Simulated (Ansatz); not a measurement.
# SrCl2: how the settings move a single-point run

Aim: see which settings change the result for SrCl2, by how much, and at what cost. The cell is built on a prototype (CdCl2 type) and needn't be the phase found in nature.

Method: reference: DFT, HSE06, plane waves, PAW, in Ansatz 0.2.0.

**1. The system as given**

The structure is cubic, space group Fm-3m (No. 225). The conventional cell has a = 6.951 Å, b = 6.951 Å, c = 6.951 Å, α = 90.00°, β = 90.00°, γ = 90.00°. Around Sr (site symmetry m-3m) lie 8 Cl at 3.01 Å. Cl (site symmetry -43m) has 4 Sr at 3.01 Å in its first shell of neighbours.

Structure file:

```
CELL_PARAMETERS angstrom
2.45672 1.41839 4.01532
-2.45672 1.41839 4.01532
0.00000 -2.83678 4.01532
ATOMIC_POSITIONS crystal
Sr 0.00000 0.00000 0.00000
Cl 0.24995 0.24995 0.24995
Cl 0.75005 0.75005 0.75005
```

**2. Baseline**

input.yaml reads:

```yaml
crystal:
  lattice:
    - [2.4567214836, 1.4183888098, 4.0153159317]
    - [-2.4567214836, 1.4183888098, 4.0153159317]
    - [0.0, -2.8367776197, 4.0153159316]
  atoms:
    - { symbol: Sr, position: [0.0, 0.0, 0.0] }
    - { symbol: Cl, position: [0.2499511381, 0.2499511381, 0.2499511381] }
    - { symbol: Cl, position: [0.7500488619, 0.7500488619, 0.7500488619] }
kpoints:
  mp_grid: { grid: [4, 4, 4] }
hamiltonian:
  xc: hse06
scf:
  occupations: { method: fixed }
  n_extra_bands: 4
output:
  forces: true
  stress: true
  eigenvalues: true
```

Run with:

```console
ansatz run input.yaml --threads 4 --pin off --max-ram 3686MiB --backend cpu --events-out ev --progress --plain --runs-dir out
```

**3. Changed: xc_grid 3**

input.yaml: that of step 2 with these lines changed.

```diff
@@ -20 +20,3 @@
   eigenvalues: true
+basis:
+  xc_grid: 3
```

What does the calculation give? Wanted: for each run, ending; energy change; pressure; gap; force.

The runs gave:

```
         run     ending  energy change  pressure (GPa)  gap (eV)  force (eV/Å)  cycles  time
   reference  converged              0             0.9      6.67          0.00      12  16 s
1: xc_grid 3  converged   0.0 meV/atom             0.9      6.67          0.00      12  16 s
```

Residual by cycle in the longest SCF loop of each run; runs are numbered as in the table. The quantity is the density residual dr2, in eV.

```
cycle  reference    run 1
    1    0.00705  0.00705
    2    0.00122  0.00122
    3     3.0e-4   3.0e-4
    4     6.1e-6   6.1e-6
    5     4.0e-6   4.0e-6
    6     5.7e-8   5.7e-8
```

What this shows: Changing the numerical grids hardly moves the energy: 0.0 meV/atom.
